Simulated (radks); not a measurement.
**Taking charge from the 2s level of Ar⁺ in fractions**

What happens to E and to the 2s eigenvalue of Ar⁺ when a fraction of an electron is removed? The exact functional would give straight lines between whole numbers for a frontier level.

Program: radks (a radial shooting solver on a logarithmic mesh, Libxc functionals) version 1. Level of theory: non-relativistic Kohn-Sham, PBEsol, spin-polarised, spherical densities, point nucleus; open shells are filled with parallel spins first. These are calculated values, not measurements, unless marked.

## (1) The atom as given

```
element       : argon (Z = 18)
charge        : +1
electrons     : 17
configuration : [He] 2s(up 1, down 1) 2p6 3s2 3p5
```

A shell typed twice in an input gives spin up, then spin down.

## (2) Start: [He] 2s(up 1, down 1) 2p6 3s2 3p5

Input:

```text
Z 18
configuration [He] 2s1 2s1 2p6 3s2 3p5
relativity non-relativistic
functional pbe_sol,pbe_sol
spin polarised
nucleus point
```

## (3) 0.1 electron removed from 2s

Input:

```text
Z 18
configuration [He] 2s1 2s0.9 2p6 3s2 3p5
relativity non-relativistic
functional pbe_sol,pbe_sol
spin polarised
nucleus point
```

## (4) 0.2 electron removed from 2s

Input:

```text
Z 18
configuration [He] 2s1 2s0.8 2p6 3s2 3p5
relativity non-relativistic
functional pbe_sol,pbe_sol
spin polarised
nucleus point
```

## (5) 0.3 electron removed from 2s

Input:

```text
Z 18
configuration [He] 2s1 2s0.7 2p6 3s2 3p5
relativity non-relativistic
functional pbe_sol,pbe_sol
spin polarised
nucleus point
```

## (6) 0.4 electron removed from 2s

Input:

```text
Z 18
configuration [He] 2s1 2s0.6 2p6 3s2 3p5
relativity non-relativistic
functional pbe_sol,pbe_sol
spin polarised
nucleus point
```

## (7) 0.5 electron removed from 2s

Input:

```text
Z 18
configuration [He] 2s1 2s0.5 2p6 3s2 3p5
relativity non-relativistic
functional pbe_sol,pbe_sol
spin polarised
nucleus point
```

## (8) 0.6 electron removed from 2s

Input:

```text
Z 18
configuration [He] 2s1 2s0.4 2p6 3s2 3p5
relativity non-relativistic
functional pbe_sol,pbe_sol
spin polarised
nucleus point
```

## (9) 0.7 electron removed from 2s

Input:

```text
Z 18
configuration [He] 2s1 2s0.3 2p6 3s2 3p5
relativity non-relativistic
functional pbe_sol,pbe_sol
spin polarised
nucleus point
```

## (10) 0.8 electron removed from 2s

Input:

```text
Z 18
configuration [He] 2s1 2s0.2 2p6 3s2 3p5
relativity non-relativistic
functional pbe_sol,pbe_sol
spin polarised
nucleus point
```

## (11) 0.9 electron removed from 2s

Input:

```text
Z 18
configuration [He] 2s1 2s0.1 2p6 3s2 3p5
relativity non-relativistic
functional pbe_sol,pbe_sol
spin polarised
nucleus point
```

## (12) 1 electron removed from 2s

Input:

```text
Z 18
configuration [He] 2s1 2s0 2p6 3s2 3p5
relativity non-relativistic
functional pbe_sol,pbe_sol
spin polarised
nucleus point
```

Q: Predict the outcome of this session. Wanted: for each run, removed; E − E(0); eigenvalue; E minus straight line.

As calculated:

| removed (e) | E − E(0) (eV) | eigenvalue (eV) | E minus straight line (eV) |
| --- | --- | --- | --- |
| 0 | 0.000 | -307.93 | 0.000 |
| 0.1 | 30.969 | -311.46 | -1.619 |
| 0.2 | 62.293 | -315.02 | -2.884 |
| 0.3 | 93.973 | -318.59 | -3.792 |
| 0.4 | 126.01 | -322.19 | -4.341 |
| 0.5 | 158.41 | -325.81 | -4.530 |
| 0.6 | 191.17 | -329.44 | -4.356 |
| 0.7 | 224.30 | -333.10 | -3.818 |
| 0.8 | 257.79 | -336.76 | -2.914 |
| 0.9 | 291.65 | -340.45 | -1.641 |
| 1 | 325.88 | -344.15 | 0.000 |

**Reading.** Removing the whole electron costs 325.88 eV, against 307.93 eV from minus the starting eigenvalue. Slater's transition state, half an electron removed, gives 325.81 eV. The trapezoid integral of minus the eigenvalue gives 325.89 eV over the range, against 325.88 eV from the energies (Janak's theorem). The eigenvalue moves by 36.2 eV per electron. E bends below the straight line by 4.53 eV at 0.5 electron removed.
